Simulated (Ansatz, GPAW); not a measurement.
# BiB with PBE in single-zeta orbitals from a Python script

These are simulated results from GPAW 26.7.0, not measurements. The cell was built from a prototype and was relaxed with r2SCAN in plane waves (Ansatz 0.2.0). Not every such cell is a known phase. All runs are without spin polarisation.

The symmetry is F-43m (No. 216, cubic); conventional cell a = 5.490 Å, 20.68 Å³ an atom. B has 4 Bi at 2.38 Å; Bi has 4 B at 2.38 Å.

The basis is minimal: single zeta, one radial function for each shell that the log's basis lists. It describes the filled bands fairly and the empty ones poorly.

The script, run.py:

```python
import json
from ase import Atoms
from gpaw import GPAW, PW, FermiDirac

atoms = Atoms(['B', 'Bi'],
              cell=[[-0.0, 2.744874, 2.744874], [2.744874, 0.0, 2.744874], [2.744874, 2.744874, 0.0]],
              scaled_positions=[[-0.0, 0.0, 0.0], [0.25, 0.25, 0.25]],
              pbc=True)
calc = GPAW(mode='lcao', basis='sz(dzp)', h=0.2, xc='PBE', kpts={'size': (6, 6, 6), 'gamma': True},
            occupations=FermiDirac(0.02), maxiter=100, legacy_gpaw=True, txt='gpaw.txt')
atoms.calc = calc
res = {'energy': atoms.get_potential_energy(force_consistent=True)}
res['electrons'] = calc.get_number_of_electrons()
res['k'] = calc.get_ibz_k_points().tolist()
res['levels'] = [calc.get_eigenvalues(kpt=i).tolist() for i in range(len(res['k']))]
points = [[0.0, 0.0, 0.0], [-0.5, -0.5, 0.0], [-0.375, -0.375, 0.25], [-0.375, 0.0, 0.375], [0.0, 0.0, 0.5], [-0.5, -0.25, 0.25]]
bands = calc.fixed_density(kpts=points, symmetry='off', txt='bands.txt')
res['points'] = [bands.get_eigenvalues(kpt=i).tolist() for i in range(len(points))]
json.dump(res, open('results.json', 'w'))
print('free energy (eV):', round(res['energy'], 5))
```

Command: `python run.py`. It took 4.2 s on 1 thread of Arm Neoverse V1, with other jobs on the host, peak memory 0.14 GiB.

The log gpaw.txt, trimmed of paths, versions and times, then the last line on the terminal. An iter line gives the energy in eV and the logarithms of the changes of orbitals (plane waves alone) and density (c: converged):

```
___ ___ ___ _ _ _
 |   |   |_  | | | |

 | | | | | . | | | |

 |__ |  _|___|_____|  26.7.0
 |___|_|

Input parameters:
  basis: sz(dzp)
  h: 0.2
  kpts: {gamma: True,
         size: (6, 6, 6)}
  maxiter: 100
  mode: lcao
  occupations: {fixmagmom: False,
                name: fermi-dirac,
                width: 0.02}
  xc: PBE

System changes: positions, numbers, cell, pbc, initial_charges, initial_magmoms

Initialize ...

species:
  B:
    name:    Boron
    Z:       5.0
    valence: 3
    core:    2
    charge:  0.0  # [|e|]
    compensation charges:
      type: gauss
      rc: 0.20  # [Å]
      lmax: 2
    cutoffs:
      filter: 1.14  # [Å]
      core: 1.38  # [Å]
    projectors
    | kind |    occ | energy [eV] | rcut [Å] |

    |------|--------|-------------|----------|

    |   2s |  2.000 |      -9.443 |    0.635 |

    |   2p |  1.000 |      -3.606 |    0.635 |

    |    s |        |      17.768 |    0.635 |

    |    p |        |      23.605 |    0.635 |

    |    d |        |       0.000 |    0.635 |

    LCAO basis set for B:
      Name: sz(dzp)
      Number of radial functions: 2
      Number of spherical harmonics: 4
        l=0, rc=6.6719 Bohr: 2s-sz confined orbital
        l=1, rc=8.2188 Bohr: 2p-sz confined orbital
      Number of RI-basis functions 0

  Bi:
    name:    Bismuth
    Z:       83.0
    valence: 15
    core:    68
    charge:  0.0  # [|e|]
    compensation charges:
      type: gauss
      rc: 0.38  # [Å]
      lmax: 2
    cutoffs:
      filter: 2.23  # [Å]
      core: 2.33  # [Å]
    projectors
    | kind |    occ | energy [eV] | rcut [Å] |

    |------|--------|-------------|----------|

    |   6s |  2.000 |     -14.385 |    1.286 |

    |   6p |  3.000 |      -4.580 |    1.275 |

    |   5d | 10.000 |     -27.119 |    1.349 |

    |    s |        |      12.827 |    1.286 |

    |    p |        |      22.631 |    1.275 |

    |    d |        |       0.093 |    1.349 |

    LCAO basis set for Bi:
      Name: sz(dzp)
      Number of radial functions: 3
      Number of spherical harmonics: 9
        l=0, rc=6.4219 Bohr: 6s-sz confined orbital
        l=1, rc=8.9531 Bohr: 6p-sz confined orbital
        l=2, rc=4.2344 Bohr: 5d-sz confined orbital
      Number of RI-basis functions 0

Reference energy: -585517.872520  # eV

Spin-paired calculation

Convergence criteria:
 Maximum [total energy] change in last 3 cyles: 0.0005 eV / valence electron
 Maximum integral of absolute [dens]ity change: 0.0001 electrons / valence electron
 Maximum integral of absolute [eigenst]ate change: 4e-08 eV^2 / valence electron
 Maximum number of scf [iter]ations: 100
 (Square brackets indicate name in SCF output, whereas a 'c' in
 the SCF output indicates the quantity has converged.)

Symmetries present (total): 24

  ( 1  0  0)  ( 1  0  0)  ( 1  0 -1)  ( 1  0 -1)  ( 1 -1  0)  ( 1 -1  0)
  ( 0  1  0)  ( 0  0  1)  ( 0  1 -1)  ( 0  0 -1)  ( 0 -1  1)  ( 0 -1  0)
  ( 0  0  1)  ( 0  1  0)  ( 0  0 -1)  ( 0  1 -1)  ( 0 -1  0)  ( 0 -1  1)

  ( 0  1  0)  ( 0  1  0)  ( 0  1 -1)  ( 0  1 -1)  ( 0  0  1)  ( 0  0  1)
  ( 1  0  0)  ( 0  0  1)  ( 1  0 -1)  ( 0  0 -1)  ( 1  0  0)  ( 0  1  0)
  ( 0  0  1)  ( 1  0  0)  ( 0  0 -1)  ( 1  0 -1)  ( 0  1  0)  ( 1  0  0)

  ( 0  0 -1)  ( 0  0 -1)  ( 0 -1  1)  ( 0 -1  1)  ( 0 -1  0)  ( 0 -1  0)
  ( 1  0 -1)  ( 0  1 -1)  ( 1 -1  0)  ( 0 -1  0)  ( 1 -1  0)  ( 0 -1  1)
  ( 0  1 -1)  ( 1  0 -1)  ( 0 -1  0)  ( 1 -1  0)  ( 0 -1  1)  ( 1 -1  0)

  (-1  1  0)  (-1  1  0)  (-1  0  1)  (-1  0  1)  (-1  0  0)  (-1  0  0)
  (-1  0  1)  (-1  0  0)  (-1  1  0)  (-1  0  0)  (-1  1  0)  (-1  0  1)
  (-1  0  0)  (-1  0  1)  (-1  0  0)  (-1  1  0)  (-1  0  1)  (-1  1  0)

216 k-points: 6 x 6 x 6 Monkhorst-Pack grid + [1/12,1/12,1/12]
16 k-points in the irreducible part of the Brillouin zone
       k-points in crystal coordinates                weights
   0:     0.00000000    0.00000000    0.00000000          1/216
   1:     0.16666667    0.16666667    0.00000000          6/216
   2:     0.16666667    0.16666667    0.16666667          8/216
   3:     0.33333333    0.16666667    0.16666667         12/216
   4:     0.33333333    0.33333333   -0.33333333         12/216
   5:     0.33333333    0.33333333    0.00000000          6/216
   6:     0.33333333    0.33333333    0.16666667         24/216
   7:     0.33333333    0.33333333    0.33333333          8/216
   8:     0.50000000    0.33333333   -0.33333333         24/216
   9:     0.50000000    0.33333333   -0.16666667         12/216
          ...
  15:     0.50000000    0.50000000    0.50000000          4/216

Wave functions: LCAO
  Diagonalizer: Serial LAPACK
  Atomic Correction: dense with blas
  Data-type: complex

Occupation numbers: Fermi-Dirac:
  width: 0.0200  # eV

Eigensolver
   LCAO using direct dense diagonalizer

Densities:
  Coarse grid: 16*16*16 grid
  Fine grid: 32*32*32 grid
  Total Charge: 0.000000

Density mixing:
  Method: separate
  Backend: msr1
  Linear mixing parameter: 0.05
  old densities: 10
  Width of damping distribution: 1.1
  Damping of long wavelength oscillations: 20

Hamiltonian:
  XC and Coulomb potentials evaluated on a 32*32*32 grid
  Using the PBE Exchange-Correlation functional
  Interpolation: tri-quintic (5. degree polynomial)
  Poisson solver: FastPoissonSolver using
    Stencil: 12*3+1=37 point O(h^6) finite-difference Laplacian
    FFT axes: [np.int64(0), np.int64(1), np.int64(2)]
    FST axes: []

XC parameters: PBE with 2 nearest neighbor stencil

Memory estimate:
  Process memory now: 112.93 MiB
  Calculator: 9.64 MiB
    Density: 6.43 MiB
      Arrays: 0.81 MiB
      Localized functions: 4.99 MiB
      Mixer: 0.62 MiB
    Hamiltonian: 0.85 MiB
      Arrays: 0.53 MiB
      XC: 0.00 MiB
      Poisson: 0.00 MiB
      vbar: 0.32 MiB
    Wavefunctions: 2.36 MiB
      C [qnM]: 0.04 MiB
      S, T [2 x qmm]: 0.08 MiB
      P [aqMi]: 0.01 MiB
      BasisFunctions: 2.23 MiB
      Eigensolver: 0.00 MiB

Total number of cores used: 1

Number of atoms: 2
Number of atomic orbitals: 13
Number of bands in calculation: 13
Number of valence electrons: 18
Bands to converge: occupied
Positions:
   0 B      0.000000    0.000000    0.000000    ( 0.0000,  0.0000,  0.0000)
   1 Bi     1.372437    1.372437    1.372437    ( 0.0000,  0.0000,  0.0000)

Unit cell:
           periodic     x           y           z      points  spacing
  1. axis:    yes   -0.000000    2.744874    2.744874    16     0.1981
  2. axis:    yes    2.744874    0.000000    2.744874    16     0.1981
  3. axis:    yes    2.744874    2.744874    0.000000    16     0.1981

  Lengths:   3.881838   3.881838   3.881838
  Angles:   60.000000  60.000000  60.000000

Effective grid spacing dv^(1/3) = 0.2161

iter:   1    -8.262781        c
iter:   2    -8.167134        c -1.11
iter:   3    -7.867392        c -1.16
iter:   4    -7.870761        c -1.89
iter:   5    -7.872438c       c -2.13
iter:   6    -7.872439c       c -3.36
iter:   7    -7.872439c       c -4.20c

Converged after 7 iterations.

Energy contributions relative to reference atoms: (reference = -585517.872520)

Kinetic:        +17.967007
Potential:      -15.460610
External:        +0.000000
XC:             -10.490184
Entropy (-ST):   -0.000000
Local:           +0.111348
SIC:             +0.000000
--------------------------
Free energy:     -7.872439
Extrapolated:    -7.872439

Showing only first 2 kpts
 Kpt  Band  Eigenvalues  Occupancy
  0     7      7.26965    2.00000
  0     8      7.26965    2.00000
  0     9      7.78826    0.00001
  0    10     10.51620    0.00000

  1     7      5.83494    2.00000
  1     8      5.83670    2.00000
  1     9      9.25452    0.00000
  1    10     10.31977    0.00000

Fermi level: 7.53942

Gap: 0.519 eV
Transition (v -> c):
  (s=0, k=0, n=8, [0.00, 0.00, 0.00]) -> (s=0, k=0, n=9, [0.00, 0.00, 0.00])
No difference between direct/indirect transitions

free energy (eV): -7.87244
```

The gap in the log is over the mesh alone; results.json adds the listed points. PBE in single-zeta orbitals gives a gap of 0.52 eV. On the same cell, plane-wave PBE (Ansatz, 8×8×8 k points and the special points) gives a gap of 0.29 eV and r2SCAN a gap of 0.39 eV; on shared hosts these took about 2.9 and 5.7 core-seconds on the 2-atom cell, against 4.2 for the script. Spin-orbit coupling, left out in all these runs, can cut or reorder the gap by tenths of an eV, up to about 1 eV with Pb or Bi.

Spin-orbit coupling is left out; in compounds of Pb, Bi, Tl or Hg it can lower a gap by up to about 1 eV, split its edges or invert the bands.
